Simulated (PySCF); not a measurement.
# C4H3BrNP: the cost of one run

Programs: PySCF 2.14.0, with routines of our own; each step states its level. All values are computed. Atoms count from 0.

### Step 1. The starting structure

10 atoms, charge 0, multiplicity 1; geometry from: GFN2-xTB.

### Step 2. Magnetic properties: GIAO KT3/pcSseg-1

The job: settings as JSON, then the geometry in Å.

```
{"job": {"kind": "mag", "xc": "KT3", "basis": "pcSseg-1", "isotopologues": 2}, "charge": 0, "multiplicity": 1}
Br    -2.824889     0.887994     0.204014
C     -1.023278     0.248025     0.074638
C     -0.009338     1.193863    -0.037799
N      1.268821     0.897667    -0.134680
C      1.708641    -0.336332    -0.133392
P      0.788409    -1.817620    -0.011949
C     -0.796948    -1.109735     0.097882
H     -0.248381     2.248934    -0.050195
H      2.787339    -0.426421    -0.219733
H     -1.641492    -1.781721     0.188687
```

With the program's defaults for keys left out, this is: GIAO KT3/pcSseg-1 magnetisability, rotational g tensor and spin-rotation constants, non-relativistic, gas phase.

The run is started by

```bash
> OMP_NUM_THREADS=1 python excited_run.py task.json out
```

The driver reads the jobs from task.json and runs them one after another.

Q: Estimate the wall time and peak memory of this first job on 1 thread of Arm Neoverse N1, shared host.

About 50 s, with a peak of 0.66 GiB.
